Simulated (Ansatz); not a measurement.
VAu, 2 atoms in the cell. The structure is trigonal, space group R-3m (No. 166). The conventional cell has a = 2.821 Å, b = 2.821 Å, c = 13.833 Å, α = 90.00°, β = 90.00°, γ = 120.00°. Around Au (site symmetry -3m) lie 6 Au at 2.82 Å and 6 V at 2.82 Å. V (site symmetry -3m) is surrounded by 6 V at 2.82 Å and 6 Au at 2.82 Å. The cell comes from a database or a generator and needn't be the stable form of this composition.

```yaml
Program: Ansatz 0.2.0
Task: single point
Functional: RPBE
Potentials_or_basis: all-electron LAPW, scalar-relativistic
Cutoff: 261 eV (chosen from the basis error)
Basis_error_allowed: 0.001 eV/atom
k_mesh: 11 × 11 × 11
Occupations: gaussian, width 0.05 eV
Spin: collinear spin, ferromagnetic start
Starting_moments: "[0.0, 2.0] μB"
```

Potentials or basis: all-electron LAPW, scalar-relativistic.

Command:

```sh
$ ansatz run input.yaml --threads 2 --pin off --max-ram 6144MiB --backend cpu --events-out ev --progress --plain --runs-dir out
```

Hardware: 2 threads of Arm Neoverse V1, with other jobs on the host.

Q: Estimate the wall time of this run.

A: It took 88 s on 2 threads of Arm Neoverse V1, on a shared host, peak memory 0.96 GiB. Counts: scf iterations 16, plane waves 325, k points 146, bands 35.
